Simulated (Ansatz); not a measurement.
# Eu: how the settings move a single-point run

Question: which choices in the input matter for Eu?

Computed with Ansatz 0.2.0 (reference: DFT, PBE, all-electron LAPW, scalar-relativistic, unless a step's input says otherwise).

## (1) The system as given

The structure is cubic, space group Im-3m (No. 229). Conventional cell: a = 4.606 Å, b = 4.606 Å, c = 4.606 Å, α = 90.00°, β = 90.00°, γ = 90.00°. Eu (site symmetry m-3m) has 8 Eu at 3.99 Å as nearest neighbours.

As a file:

```cif
data_structure
_symmetry_space_group_name_H-M 'P 1'
_symmetry_Int_Tables_number 1
_cell_length_a 4.6060
_cell_length_b 4.6060
_cell_length_c 4.6060
_cell_angle_alpha 90.000
_cell_angle_beta 90.000
_cell_angle_gamma 90.000
_cell_volume 97.72
loop_
_atom_site_label
_atom_site_type_symbol
_atom_site_fract_x
_atom_site_fract_y
_atom_site_fract_z
_atom_site_occupancy
Eu1 Eu 0.00000 0.00000 0.00000 1
Eu2 Eu 0.50000 0.50000 0.50000 1
```

## (2) Reference

Contents of input.yaml:

```yaml
crystal:
  lattice:
    - [4.606, 0.0, 0.0]
    - [0.0, 4.606, 0.0]
    - [0.0, 0.0, 4.606]
  atoms:
    - { symbol: Eu, position: [0.0, 0.0, 0.0], spin: 7.0 }
    - { symbol: Eu, position: [0.5, 0.5, 0.5], spin: 7.0 }
magnetization:
  spin_polarized: true
kpoints:
  mp_grid: { grid: [7, 7, 7] }
scf:
  occupations: { method: fermi_dirac, width: 0.05 }
hamiltonian:
  xc: pbe
  pseudopotentials: { kind: all_electron, lapw: { basis_error: 0.0005 } }
output:
  forces: true
  stress: true
  eigenvalues: true
  populations: true
```

Command:

```bash
$ ansatz run input.yaml --threads 1 --pin off --max-ram 3072MiB --backend cpu --events-out ev --progress --plain --runs-dir out
```

## (3) Changing settings: mp_grid.grid [10, 10, 10]

input.yaml: that of step 2 with these lines changed.

```diff
@@ -11,3 +11,3 @@
 kpoints:
-  mp_grid: { grid: [7, 7, 7] }
+  mp_grid: { grid: [10, 10, 10] }
 scf:
```

Q: Predict the outcome of this session. Wanted: for each run, ending; energy change; pressure; abs. moment; force.

The runs gave:

| run | ending | energy change | pressure (GPa) | abs. moment (μB) | force (eV/Å) | cycles | time |
| --- | --- | --- | --- | --- | --- | --- | --- |
| reference | converged | 0 | -1.5 | 14.86 | 0.00 | 12 | 43 s |
| 1: mp_grid.grid [10, 10, 10] | converged | -0.8 meV/atom | -1.5 | 14.74 | 0.00 | 10 | 90 s |

Residual by cycle in the longest SCF loop of each run; runs are numbered as in the table. The quantity is the density residual dr2, in eV.

| cycle | reference | run 1 |
| --- | --- | --- |
| 1 | 0.0258 | 0.0257 |
| 2 | 0.0174 | 0.0174 |
| 3 | 0.00772 | 0.00743 |
| 4 | 0.00233 | 0.00248 |
| 5 | 3.2e-4 | 3.6e-4 |
| 6 | 1.6e-5 | 2.6e-5 |
| 7 | 4.0e-6 | 5.5e-6 |
| 8 | 1.5e-7 | 5.3e-8 |
| 9 | 2.0e-7 | 3.5e-8 |
| 10 | 1.9e-8 | 1.9e-9 |
| 11 | 7.2e-10 | - |
| 12 | 9.1e-11 | - |

**Reading.** Changing the k-point mesh moves the energy by -0.8 meV/atom, and the absolute moment goes from 14.86 to 14.74 μB. The energy is not variational in the mesh, so the sign tells nothing. Cost: 10 SCF cycles against 12, 90 s against 43 s.
